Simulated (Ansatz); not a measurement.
The system is NiMoIrPdW.

```
CELL_PARAMETERS angstrom
2.34460 -1.43138 0.00906
2.34460 1.43138 0.00906
-2.20600 0.00000 10.92374
ATOMIC_POSITIONS crystal
Ni 0.49838 0.49838 0.29525
Mo 0.31773 0.31773 0.91207
Pd 0.24733 0.24733 0.49061
Ir 0.74982 0.74982 0.10802
W 0.68673 0.68673 0.69406
```

The cell was built by a generator and needn't be a form met in nature.

Below is the output of Ansatz 0.2.0 for this cell. Logs are shortened: lines on timing, memory, paths and dates and some standing lists are left out, and cuts for length are marked.

```text
Warning: RAYON_NUM_THREADS=8 ignored (pool sized by the plan → 8); use --threads N
scf.n_extra_bands = 12 over 41 filled bands (N_el = 81.0): the run solves 53 bands
Engine: ansatz 0.2.0, aarch64-unknown-linux-gnu
Pseudopotentials: kind: paw
Pseudopotential: Ni, paw, valence charge 18, recommended cutoff 420 eV (normal), Ni.paw.azcp
Pseudopotential: Mo, paw, valence charge 14, recommended cutoff 420 eV (normal), Mo.paw.azcp
Pseudopotential: Pd, paw, valence charge 18, recommended cutoff 420 eV (normal), Pd.paw.azcp
Pseudopotential: Ir, paw, valence charge 17, recommended cutoff 420 eV (normal), Ir.paw.azcp
Pseudopotential: W, paw, valence charge 14, recommended cutoff 420 eV (normal), W.paw.azcp
Functional definition: PBE
  parameter kappa = 0.804
  parameter beta = 0.06672455060314922
  exchange = pbe_x(kappa = kappa, mu = beta*pi^2/3)
  correlation = pbe_c(beta = beta)
Crystal: 5 atoms, lattice volume = 73.378 Å³
Basis set: ecut = 420 eV, 1447 PW (Γ), exchange–correlation on 40×40×150 points (8 copies of the dense FFT grid, shifted against one another)
Bands: 53, of which v1, the nominal top of the filled ones, is band 41 counted from 1 (40 counted from 0)
Symmetry: 2 space group operations
[... 94 lines left out ...]
--- Per-component energies (eV) ---
  E_band       = -675.019708
  E_kinetic    = 2308.277330
  E_local      = -9223.809164  (includes V_loc(G=0)·N_el)
  E_nonlocal   = 1071.891477
  E_hartree    = 3808.515018
  E_xc         = -971.052085
  E_vxc        = -1087.822132  (∫ρ·V_xc dr)
  E_paw        = -26369.702293  (= ΣΔE_a)
  E_vpaw       = -1360.577185  (= ΣTr[D̂ρ^β])
  E_aug_tail   = 0.000762  (compensation charges beyond the density's cutoff)
  E_ewald      = -10712.627297
  E_smearing   = -0.036327  (= −TS)
  E_closure    = 0.000000  (closes the sum)
  Σ components = -40088.542578   (vs F -40088.542578, Δ=0.00e0)
--- Forces (eV/Å), atoms counted from 1 ---
  atom   1  Ni    -0.01109553     0.00000000    -0.00366815
  atom   2  Mo     0.01871797     0.00000000    -0.08003648
  atom   3  Pd     0.00217091     0.00000000    -0.03017185
  atom   4  Ir    -0.00078669     0.00000000     0.04805237
  atom   5  W     -0.00900742     0.00000000     0.06584238
  max |Σ_I F_I| component: 1.83e-5 eV/Å
--- Stress (GPa, compression-positive) ---
       -0.130240       0.000000       0.089338
        0.000000      -0.524975       0.000000
        0.089338       0.000000       0.588410
  P = ⅓ Tr σ = -0.0223 GPa (-0.223 kbar)
--- Band table (eV; the first three rows and the last of 204) ---
  k-point 0 ↑: bands = ["-81.8465", "-71.6088", "-63.8389", "-53.0943", "-42.3243", "-42.2043", "-42.1704", "-40.1595", "-29.7079", "-29.3443", "-29.3307", "-28.4597", "-28.2933", "-28.2247", "-17.4969", "-16.7913", "-16.6889", "-14.2749", "-13.6365", "-13.5423", "11.8697", "12.9779", "14.4604", "15.0772", "15.4855", "17.1661", "17.4246", "17.8651", "18.0458", "18.1865", "18.4338", "18.6868", "18.7151", "18.8761", "19.1390", "19.2604", "19.6015", "20.0232", "20.0235", "20.1033", "20.1455", "20.3528", "20.6884", "20.9092", "21.3885", "21.5111", "22.2443", "23.2702", "24.0487", "24.6072", "30.1555", "32.3998", "33.9173"]
  k-point 1 ↑: bands = ["-81.8465", "-71.6088", "-63.8389", "-53.0943", "-42.3243", "-42.2043", "-42.1704", "-40.1595", "-29.7079", "-29.3443", "-29.3307", "-28.4597", "-28.2933", "-28.2247", "-17.4969", "-16.7913", "-16.6889", "-14.2749", "-13.6365", "-13.5423", "11.9487", "12.7861", "14.5501", "15.0868", "15.6114", "17.1694", "17.4192", "17.9216", "18.0511", "18.1780", "18.3896", "18.7199", "18.8006", "18.8626", "19.0124", "19.2863", "19.4382", "19.4648", "19.9080", "20.0216", "20.3241", "20.3827", "20.8925", "21.2838", "21.4489", "21.5962", "22.2185", "23.2716", "24.0458", "24.6130", "29.4728", "33.3593", "33.9566"]
  k-point 2 ↑: bands = ["-81.8461", "-71.6065", "-63.8366", "-53.0871", "-42.3240", "-42.2062", "-42.1728", "-40.1460", "-29.7051", "-29.3628", "-29.3385", "-28.4552", "-28.3211", "-28.2410", "-17.4836", "-16.8649", "-16.7240", "-14.2626", "-13.7129", "-13.5777", "12.1643", "13.2745", "14.6757", "15.3204", "15.6467", "17.0959", "17.3714", "17.8424", "18.1304", "18.1869", "18.2787", "18.3832", "18.6706", "18.9861", "19.0917", "19.1990", "19.4966", "19.6830", "19.8797", "20.0248", "20.2038", "20.3259", "20.6440", "21.2026", "21.4713", "21.6159", "22.7930", "23.4098", "23.9861", "24.9616", "30.3065", "32.3519", "34.4675"]
  k-point 101 ↓: bands = ["-81.8409", "-71.5716", "-63.8017", "-52.9797", "-42.3206", "-42.2527", "-42.1876", "-39.9472", "-29.6644", "-29.6324", "-29.4428", "-28.7272", "-28.4563", "-28.3863", "-17.8527", "-17.2992", "-17.1634", "-14.7554", "-14.0798", "-14.0209", "14.5717", "15.1168", "15.4498", "15.7010", "15.7564", "16.1605", "17.0945", "17.5003", "17.6357", "17.8430", "18.0912", "18.7166", "19.3938", "19.5938", "19.8743", "20.0943", "20.5081", "20.8293", "21.0377", "21.3522", "21.6133", "22.4706", "22.7474", "23.2659", "24.2437", "24.4308", "24.8510", "25.9421", "26.8472", "27.6380", "28.4852", "30.1112", "30.7106"]
```

Question: What input gives this log?

Answer: Band structure with PBE, collinear spin, ferromagnetic start. The files as run (others can give the same):

input.yaml
```yaml
crystal:
  lattice:
    - [2.3446, -1.43138, 0.00906]
    - [2.3446, 1.43138, 0.00906]
    - [-2.206, 0.0, 10.92374]
  atoms:
    - { symbol: Ni, position: [0.49838, 0.49838, 0.29525], spin: 1.0 }
    - { symbol: Mo, position: [0.31773, 0.31773, 0.91207], spin: 1.0 }
    - { symbol: Pd, position: [0.24733, 0.24733, 0.49061] }
    - { symbol: Ir, position: [0.74982, 0.74982, 0.10802], spin: 0.6 }
    - { symbol: W, position: [0.68673, 0.68673, 0.69406] }
hamiltonian:
  xc: pbe
  pseudopotentials: { kind: paw }
magnetization:
  spin_polarized: true
kpoints:
  mp_grid: { grid: [11, 11, 3] }
  band_path:
    path:
      - [[0.0, 0.0, 0.0], [-0.5, -0.5, 0.0], [-0.501637098, -0.501637098, 0.0400768515], [-0.5, -0.5, 0.5], [-0.6610839512, -0.3389160488, 0.5]]
      - [[-0.3389160488, 0.3389160488, 0.5], [0.0, 0.0, 0.5], [-0.498362902, -0.498362902, 0.9599231485]]
      - [[-0.5, -0.5, 0.0], [-0.6531734193, -0.3468265807, 0.0]]
      - [[-0.3468265807, 0.3468265807, 0.0], [0.0, 0.0, 0.0], [-0.5, 0.0, 0.0]]
      - [[-0.5, 0.0, 0.5], [0.0, 0.0, 0.0]]
    npoints: 14
scf:
  occupations: { method: fermi_dirac, width: 0.05 }
  n_extra_bands: 12
output:
  forces: true
  stress: true
  eigenvalues: true
  fatbands: false
```

Potentials or basis: Ansatz PAW.
Command:
```bash
$ ansatz run input.yaml --threads 8 --pin off --max-ram 20480MiB --backend cpu --events-out ev --progress --plain --runs-dir out
```

Caveat: spin-orbit coupling is left out, which moves the levels of the heavy elements; the starting moments weren't kept.
